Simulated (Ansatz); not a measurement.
# Mo (Mo (110), 5 layers): how the settings move a single-point run

Aim: see which settings change the result for Mo (Mo (110), 5 layers), by how much, and at what cost.

Program: Ansatz 0.2.0. Level of theory: reference: DFT, PBEsol, PAW with Ansatz's default frozen-core files, scalar-relativistic. These are calculated values, not measurements.

## Step 1: The system as given

Symmetry: Cmmm, No. 65, orthorhombic system. The conventional cell has a = 3.129 Å, b = 4.426 Å, c = 24.851 Å, α = 90.00°, β = 90.00°, γ = 90.00°. Around Mo (site symmetry mm2) lie 6 Mo at 2.63 to 2.71 Å. Mo (site symmetry mm2) is surrounded by 8 Mo at 2.63 to 2.72 Å. Around Mo (site symmetry mmm) lie 8 Mo at 2.71 to 2.72 Å.

Structure file:

```
Mo
1.0
     2.71015    0.00000    0.00000
    -0.90338    2.55516    0.00000
     0.00000    0.00000   24.85130
Mo
5
Direct
  0.00000 0.00000 0.32559
  0.50000 0.50000 0.41049
  0.00000 0.00000 0.50000
  0.50000 0.50000 0.58951
  0.00000 0.00000 0.67441
```

## Step 2: The reference run

The input, input.yaml:

```yaml
crystal:
  lattice:
    - [2.7101533902, 0.0, 0.0]
    - [-0.9033844634, 2.5551571203, 0.0]
    - [0.0, 0.0, 24.8513]
  atoms:
    - { symbol: Mo, position: [0.0, 0.0, 0.325591299] }
    - { symbol: Mo, position: [0.5, 0.5, 0.4104906717] }
    - { symbol: Mo, position: [0.0, 0.0, 0.4999999993] }
    - { symbol: Mo, position: [0.5, 0.5, 0.5895093296] }
    - { symbol: Mo, position: [0.0, 0.0, 0.6744087003] }
kpoints:
  mp_grid: { grid: [13, 13, 1] }
scf:
  occupations: { method: fermi_dirac, width: 0.08 }
hamiltonian:
  xc: pbesol
  pseudopotentials: { kind: paw }
output:
  forces: true
  stress: true
  eigenvalues: true
efield:
  axis: 3
  amplitude: 0.1
  dipole_correction: true
```

Run with:

```bash
> ansatz run input.yaml --threads 2 --pin off --max-ram 4096MiB --backend cpu --events-out ev --progress --plain --runs-dir out
```

## Step 3: Changed: mixing.algorithm broyden, mixing.beta 0.9, mixing.ndim 4

input.yaml: that of step 2 with these lines changed.

```diff
@@ -15,2 +15,3 @@
   occupations: { method: fermi_dirac, width: 0.08 }
+  mixing: { algorithm: broyden, beta: 0.9, ndim: 4 }
 hamiltonian:
```

Q: Predict the outcome of this session. Wanted: for each run, ending; energy change; gap; force.

The runs gave:

| run | ending | energy change | gap (eV) | force (eV/Å) | cycles | time |
| --- | --- | --- | --- | --- | --- | --- |
| reference | converged | 0 | 0.00 | 0.01 | 11 | 15 s |
| 1: mixing.algorithm broyden, mixing.beta 0.9, mixing.ndim 4 | converged | 0.0 meV/atom | 0.00 | 0.01 | 11 | 15 s |

Residual by cycle in the longest SCF loop of each run; runs are numbered as in the table. The quantity is the density residual dr2, in eV.

```csv
cycle,reference,run 1
1,25.4,25.4
2,8.48,4.66
3,0.385,0.512
4,0.0166,0.0185
5,0.00255,0.00398
6,4.7e-4,8.0e-4
7,7.4e-5,1.2e-4
8,5.3e-6,8.9e-6
9,8.2e-7,1.9e-6
10,1.8e-7,3.4e-7
11,1.2e-8,4.6e-8
```

What this shows: Energy and cycle count are those of the reference, so the change (mixing) left the result and the number of cycles as they were.
